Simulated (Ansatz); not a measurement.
C₂H₅NOSn, SMILES C[O][SnH2][C]#N: vertical spin-state energies, run with Ansatz 0.2.0 through its Python package.

The script reads `c2h5nosn.xyz`:
```text
10

C    -0.04560   -1.55500    0.66530
O     0.93410   -0.97720   -0.12940
Sn    0.62760    0.99900   -0.22370
C    -0.94160    1.43060   -1.39440
N    -1.94040    1.64560   -2.06100
H    -0.05790   -1.08780    1.68640
H     0.06630   -2.60730    0.71850
H    -1.04640   -1.29470    0.18330
H     0.41190    1.63920    1.44820
H     2.07510    1.75650   -0.89000
```

`spin.py`
```python
"""Gap between spin states of C2H5NOSn at one geometry."""

import warnings

import ansatz as az


def main() -> None:
    warnings.simplefilter("ignore", az.DeckWarning)

    system = az.Crystal.molecule_from_extxyz("c2h5nosn.xyz")

    base = system.calculation()
    base = base.basis(gaussian="def2-SVP")
    base = base.functional("cam_b3lyp")
    base = base.accuracy("high")
    found = {}
    for unpaired in [0, 2]:
        summary = base.spin("collinear", total=unpaired).run(threads=1, backend="cpu").report
        s = unpaired / 2
        found[unpaired] = summary["free_energy_ev"]
        print(f"2S+1 = {unpaired + 1}: E = {found[unpaired]:.5f} eV, <S^2> = {abs(summary['mean_field']['state']['spin_squared']):.3f} (pure state {s * (s + 1):.2f})")
    lowest = min(found, key=found.get)
    for unpaired, e in found.items():
        print(f"multiplicity {unpaired + 1}: {96.485332 * (e - found[lowest]):.1f} kJ/mol above the lowest")


if __name__ == "__main__":
    main()
```

Which spin state is lowest at this geometry, and how far above lie the others?

In order: multiplicity 1 (+0.00 eV) and multiplicity 3 (+4.89 eV), all at the one geometry.

What the script printed:

```console
$ python spin.py
2S+1 = 1: E = -11514.41087 eV, <S^2> = 0.000 (pure state 0.00)
2S+1 = 3: E = -11509.52139 eV, <S^2> = 2.011 (pure state 2.00)
multiplicity 1: 0.0 kJ/mol above the lowest
multiplicity 3: 471.8 kJ/mol above the lowest
```

Notes:
- These settings explore the input space; basis and method may be short of convergence.
- The geometry is a force-field or estimated start, not a minimum of this method, and the basis set is short of its limit. All parts are taken at fixed geometry, without zero-point energy.
- def2 sets replace the cores of elements past krypton by effective core potentials.
- Spin-orbit coupling, which mixes and shifts the spin states of heavy atoms, is left out.
- Hardware and time: 75 s on 1 thread of Arm Neoverse V1, with other jobs on the host, peak memory 0.78 GiB.
